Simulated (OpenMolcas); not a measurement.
**doublet [SnSiH6]+: levels of theory compared**

Aim: a comparison of 6 runs (UHF/STO-3G, UHF/3-21G, U-revPBE/def2-SVPD, UM06-2X/def2-SVPD, UPBE0/def2-SVPD, USVWN5/def2-SVPD) of doublet [SnSiH6]+. 

Program for the calculation: OpenMolcas 26.06.

## (1) The structure to begin with

The species is [SnSiH6]+ (8 atoms), meant as a doublet with charge +1. SMILES of the parent species: `[SiH3][SnH3]`. The shape is that of a PBE0-D4/def2-TZVP optimisation. That shape belongs to the parent species and isn't relaxed for this state.

Bond lengths: Si1–Sn2 2.560 Å, Si1–H3 1.487 Å, Si1–H4 1.487 Å, Si1–H5 1.487 Å, Sn2–H6 1.708 Å, Sn2–H7 1.708 Å, Sn2–H8 1.708 Å. Some angles: Si1–Sn2–H6 110.7°, Si1–Sn2–H7 110.8°, Si1–Sn2–H8 110.8°, Sn2–Si1–H3 110.2°, Sn2–Si1–H4 110.2°, Sn2–Si1–H5 110.2°, H6–Sn2–H7 108.2°, H6–Sn2–H8 108.2°, H7–Sn2–H8 108.2°, H3–Si1–H4 108.8°.

## (2) The energy at UHF/STO-3G (run 1)

Contents of test.input:

```
* H6SiSn Hartree-Fock

&GATEWAY
 BasLib=$CurrDir
 Coord
 8
 angstrom
 Si      -0.621900       0.121300      -1.152100
 Sn       0.611700      -0.129400       1.077500
 H       -2.070400       0.355200      -0.912500
 H       -0.465000      -1.112000      -1.967300
 H       -0.071600       1.272400      -1.915300
 H        0.450400       1.285900       2.019300
 H        2.276200      -0.410700       0.820500
 H       -0.017200      -1.439600       1.974000
 Basis=STO-3G
 Group=NoSym

&SEWARD

&SCF
 UHF
 Charge=1
 Spin=2
 Thresholds=1e-10 1e-07 1e-07 1e-05
 PrOrbitals=1
```

The basis set STO-3G is read from a file made from the Basis Set Exchange's data (not shown).

Command:

```sh
export MOLCAS_MEM=1860
pymolcas test.input > test.log
```

The program printed:

```text
--- Start Module: gateway ---
[...]
--- Stop Module: gateway /rc=_RC_ALL_IS_WELL_ ---
--- Start Module: seward ---
[...]
      Basis functions           42
--- Stop Module: seward /rc=_RC_ALL_IS_WELL_ ---
[...]
--- Start Module: scf ---
[...]
       Convergence after  21 Iterations
[...]
::    Total SCF energy                              -6252.1250253740
[...]
      Total spin, S                                     0.5011670528
[...]
      Total electronic charge=   69.000000
      Total            charge=    1.000000
[...]
      Dipole Moment (debye):
      Origin of the operator (angstrom)=    0.3641   -0.0791    0.6301
                   X= -1.8037E+00               Y=  3.6491E-01               Z= -3.2613E+00           Total=  3.7446E+00
      Center of Charge (angstrom)
[...]
--- Stop Module: scf /rc=_RC_ALL_IS_WELL_ ---
[...]
```

Wall time 6.6 s (1 thread of AMD EPYC 7R43 (Zen 3), shared host); peak memory 0.37 GiB.

## (3) The energy at UHF/3-21G (run 2)

Contents of run.input:

```
&GATEWAY
 BasLib = $CurrDir
 Coord
 8
 bohr
 Si    -1.17522068     0.22922378    -2.17715347
 Sn     1.15594547    -0.24453056     2.03617990
 H     -3.91248897     0.67123072    -1.72437509
 H     -0.87872265    -2.10137545    -3.71765820
 H     -0.13530439     2.40448752    -3.61939245
 H      0.85113265     2.42999882     3.81592396
 H      4.30139460    -0.77611052     1.55052029
 H     -0.03250329    -2.72044973     3.73031937
 Basis = 3-21G
 Group = NoSym

&SEWARD

&SCF
 UHF
 Charge = 1
 Spin = 2
 Thresholds = 1e-10 1e-07 1e-07 1e-05
 PrOrbitals = 1 1
```

The basis set 3-21G is read from a file made from the Basis Set Exchange's data (not shown).

Command:

```sh
export MOLCAS_MEM=1860
pymolcas run.input > run.log
```

The program printed:

```text
--- Start Module: gateway ---
[...]
--- Stop Module: gateway /rc=_RC_ALL_IS_WELL_ ---
--- Start Module: seward ---
[...]
      Basis functions           56
--- Stop Module: seward /rc=_RC_ALL_IS_WELL_ ---
[...]
--- Start Module: scf ---
[...]
       Convergence after  25 Iterations
[...]
::    Total SCF energy                              -6286.7538420161
[...]
      Total spin, S                                     0.5021463297
[...]
      Total electronic charge=   69.000000
      Total            charge=    1.000000
[...]
      Dipole Moment (debye):
      Origin of the operator (angstrom)=    0.3641   -0.0791    0.6301
                   X= -1.6526E+00               Y=  3.3432E-01               Z= -2.9882E+00           Total=  3.4311E+00
      Center of Charge (angstrom)
[...]
--- Stop Module: scf /rc=_RC_ALL_IS_WELL_ ---
[...]
```

Run time: 9 s. Hardware: 1 thread of AMD EPYC 7R43 (Zen 3), shared host; peak memory 0.39 GiB.

Runs 3 to 5 aren't shown in full; the table further down has their settings and results.

## (4) The energy at USVWN5/def2-SVPD (core potential) (run 6)

Contents of struct.xyz:

```xyz
8

Si    -0.621900     0.121300    -1.152100
Sn     0.611700    -0.129400     1.077500
H     -2.070400     0.355200    -0.912500
H     -0.465000    -1.112000    -1.967300
H     -0.071600     1.272400    -1.915300
H      0.450400     1.285900     2.019300
H      2.276200    -0.410700     0.820500
H     -0.017200    -1.439600     1.974000
```

Contents of test.input:

```
&GATEWAY
BasLib = $CurrDir
Coord = struct.xyz
Basis = def2-SVPD
Group = NoSym
&SEWARD
GridInput
Grid=UltraFine
End of Grid
&SCF
UHF
Charge = 1
Spin = 2
KSDFT = SVWN5
Thresholds = 1e-10 1e-07 1e-07 1e-05
PrOrbitals = 1 2
```

The basis set def2-SVPD is read from a file made from the Basis Set Exchange's data (not shown).

Command:

```sh
export MOLCAS_MEM=1860
pymolcas test.input > test.log
```

The program printed:

```text
--- Start Module: gateway ---
[...]
--- Stop Module: gateway /rc=_RC_ALL_IS_WELL_ ---
--- Start Module: seward ---
[...]
      Basis functions          104
--- Stop Module: seward /rc=_RC_ALL_IS_WELL_ ---
[...]
--- Start Module: scf ---
[...]
       Convergence after  22 Iterations
[...]
::    Total KS-DFT energy                            -505.3443129884
[...]
      Total spin, S                                     0.5003842173
[...]
      Total electronic charge=   41.000000
      Total            charge=    1.000000
[...]
      Dipole Moment (debye):
      Origin of the operator (angstrom)=    0.3641   -0.0791    0.6301
                   X= -1.5103E+00               Y=  3.0745E-01               Z= -2.7295E+00           Total=  3.1346E+00
      Center of Charge (angstrom)
[...]
--- Stop Module: scf /rc=_RC_ALL_IS_WELL_ ---
[...]
```

It took 88 s on 1 thread of AMD EPYC 7R43 (Zen 3), shared host; peak memory 0.59 GiB.

## (5) The series

| run | level | integration grid | energy (Eh) | HOMO energy (eV) | LUMO energy (eV) | ⟨S²⟩ | wall time |
| --- | --- | --- | --- | --- | --- | --- | --- |
| 1 | UHF/STO-3G | – | -6252.125025 | -15.91 | -7.16 | 0.752 | 6.6 s |
| 2 | UHF/3-21G | – | -6286.753842 | -17.27 | -8.99 | 0.754 | 9 s |
| 3 | U-revPBE/def2-SVPD (core potential) | UltraFine | -506.892591 | -13.30 | -12.65 | 0.752 | 65 s |
| 4 | UM06-2X/def2-SVPD (core potential) | UltraFine | -506.795112 | -15.46 | -11.01 | 0.752 | 3 min |
| 5 | UPBE0/def2-SVPD (core potential) | UltraFine | -506.778649 | -14.46 | -11.99 | 0.753 | 2 min |
| 6 | USVWN5/def2-SVPD (core potential) | UltraFine | -505.344313 | -13.32 | -12.98 | 0.751 | 88 s |

## (6) What came out

| quantity | value |
| --- | --- |
| run 6: total energy | -505.34431 Eh |
| run 6: HOMO energy (highest over α and β) | -13.32 eV |
| run 6: LUMO energy (lowest over α and β) | -12.98 eV |
| run 6: ⟨S²⟩ | 0.751 |

In words: Totals of different functionals can't be ranked against each other. Some runs of one species differ in core potentials or relativity; totals across that change don't compare. In run 1 the basis is minimal, so the values are rough. In runs 1, 2 relativity is left out where basis or elements ask for it. All runs together took 7.8 min, the longest 3 min.
